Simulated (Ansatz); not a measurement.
This script drives Ansatz 0.2.0 through its Python package.

`run_elastic.py`
```python
"""Stiffness tensor and moduli of RbCaH3."""

import ansatz as az
from ase import Atoms
import numpy as np

FUNCTIONAL = "r2scan"
KMESH = (6, 6, 6)

atoms = Atoms(
    ["Rb", "Ca", "H", "H", "H"],
    scaled_positions=[
        (0.0, 0.0, 0.0),
        (0.5, 0.5, 0.5),
        (0.0, 0.5, 0.5),
        (0.5, 0.0, 0.5),
        (0.5, 0.5, 0.0),
    ],
    cell=[
        (4.547, 0.0, 0.0),
        (0.0, 4.547, 0.0),
        (0.0, 0.0, 4.547),
    ],
    pbc=True,
)
system = az.Crystal.from_ase(atoms)

calc = (
    system.calculation()
    .functional(FUNCTIONAL)
    .occupations(az.OccupationsMethod.FIXED)
    .basis(19 * az.Ha)
    .kpoints(*KMESH)
)
result = calc.elastic("clamped_ion").run(threads=1, pin="off")
elastic = result.elastic

print(np.array2string(np.round(elastic.c_gpa, 1) + 0.0, suppress_small=True))
print("Voigt stress of the unstrained cell (GPa, tension positive):", np.round(elastic.sigma0_gpa, 3) + 0.0)
print("smallest eigenvalue of C:", round(elastic.stability.min_eigenvalue_gpa, 1), "GPa; tensor positive definite:", elastic.stability.min_eigenvalue_gpa > 0)
# averaged moduli need a positive definite tensor
if elastic.stability.min_eigenvalue_gpa > 0:
    for name, value in elastic.moduli.to_plain().items():
        print(f"{name:14s} {value:9.3f}")
```

It is started by `python run_elastic.py`. Estimate its wall time and peak memory on 1 thread of Arm Neoverse V2, on a shared host.

It took about 72 s, with a peak of 0.7 GiB, for 1 run of the engine.

Running `python run_elastic.py` prints:
```text
[[51.7  9.8  9.8  0.   0.   0. ]
 [ 9.8 51.7  9.8  0.   0.   0. ]
 [ 9.8  9.8 51.7  0.   0.   0. ]
 [ 0.   0.   0.  19.1  0.   0. ]
 [ 0.   0.   0.   0.  19.1  0. ]
 [ 0.   0.   0.   0.   0.  19.1]]
Voigt stress of the unstrained cell (GPa, tension positive): [0.522 0.522 0.522 0.    0.    0.   ]
smallest eigenvalue of C: 19.1 GPa; tensor positive definite: True
k_voigt_gpa       23.753
k_reuss_gpa       23.753
k_hill_gpa        23.753
g_voigt_gpa       19.831
g_reuss_gpa       19.790
g_hill_gpa        19.811
youngs_gpa        46.503
poisson            0.174
```

Notes:
- With fixed filling the reported Fermi level is the top filled level among the k-points of the SCF.
- A positive definite tensor excludes instabilities under uniform strain alone; phonons elsewhere in the zone can still be imaginary.
- These are clamped-ion constants: where atoms have free coordinates under strain, the relaxed-ion ones can be far smaller or negative, so this tensor doesn't settle whether the crystal is stable.
- The structure is a deposited one; some such entries were measured under pressure or heat, so a shift against it needn't be the functional's error alone.
- The constants belong to the cell that was strained; where it wasn't relaxed first it may be under stress.

(A comment or docstring line of the script was reworded after the run, the code is as it ran.)
